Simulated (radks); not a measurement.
**Excited configurations of Ne**

One table from this session's results is given with a row withheld; the runs are named, their logs left out.

Program: radks (a radial shooting solver on a logarithmic mesh, Libxc functionals) version 1. Level of theory: Dirac Kohn-Sham, BLYP, spin-unpolarised, spherical densities, point nucleus; open shells fill j = l - 1/2 first. These are calculated values, not measurements, unless marked.

9 further runs of the same task are left out: 9 that didn't finish.

### What is computed

```
element       : neon (Z = 10)
charge        : 0
electrons     : 10
configuration : [Ne]
```

The first run:

The run's settings:

```text
Z 10
configuration [Ne]
relativity Dirac
functional b88,lyp
spin unpolarised
j_filling energy
nucleus point
c 137.035999084
```

Among the steps run: Ground configuration: [Ne].

One of the session's tables, all rows but one given; the rest of the session is left out.

It belongs to the step «Ground configuration: [Ne]». Sizes of the orbitals, from the radial functions (bohr):

| level | <r> | outermost maximum (interpolated) | 90 % within |
| --- | --- | --- | --- |
| 1s1/2 | ? | ? | ? |
| 2s1/2 | 0.8976 | 0.680 | 1.45 |
| 2p1/2 | 0.9808 | 0.618 | 1.74 |
| 2p3/2 | 0.9840 | 0.619 | 1.75 |

Q: Estimate the row for 1s1/2 from the others.

**Answer.** <r>: 0.1579; outermost maximum (interpolated): 0.103; 90 % within: 0.283. In the column «<r>» it is the lowest.

To keep in mind: Spin polarisation and multiplet splitting are left out, so open shells lie too high by an amount that depends on their filling.
